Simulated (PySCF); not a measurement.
Runs of PySCF 2.14.0 on F3VS. The cell holds a molecule in a box, 5 atoms: a = 12.000 Å, b = 12.000 Å, c = 12.000 Å, α = 90.00°, β = 90.00°, γ = 90.00°. 

| task | level | conv_tol | exxdiv | grid for exchange and correlation | three-centre integrals | three-body dispersion term | gap on the mesh (eV) |
| --- | --- | --- | --- | --- | --- | --- | --- |
| atomic charges | B3PW91 | 1e-07 Ha | ewald | Becke, atom-centred | read from an earlier run's file | - | 4.51 |
| atomic charges | PBE | 1e-07 Ha | - | Becke, atom-centred | - | - | 2.88 |
| atomic charges | X3LYP+D3 | 1e-07 Ha | ewald | Becke, atom-centred | read from an earlier run's file | no | (a) |
| excitation energies (Tamm-Dancoff) | PBE0 | 1e-08 Ha | ewald | Becke, atom-centred | read from an earlier run's file | - | (b) |
| atomic charges | wB97X | 1e-07 Ha | ewald | Becke, atom-centred | read from an earlier run's file | - | 9.42 |
| atomic charges | SVWN5 | 1e-07 Ha | - | Becke, atom-centred | read from an earlier run's file | - | 2.85 |
| MP2 correlation energy | HF | 1e-08 Ha | ewald | - | read from an earlier run's file | - | 11.62 |

Alike in all rows: potentials or basis 6-31g* (all-electron); no spin polarisation; cell as given; k mesh 1 × 1 × 1; smearing fixed.

Problem. Fill in the values left out.

Solution. (a) 4.63; (b) 4.94.

Caveats: this is a molecule in a periodic box at the Γ point, so its band gap is the HOMO-LUMO gap; the basis of atomic orbitals isn't converged, which shifts pressures, moduli and gaps; the basis is small and the box finite, so much correlation energy is missing and levels can be off by tenths of an eV (some runs); the iterative solver can pass over a root and still report convergence (some runs).

A k mesh can miss the band edges.

Not every run made on this cell is shown here.
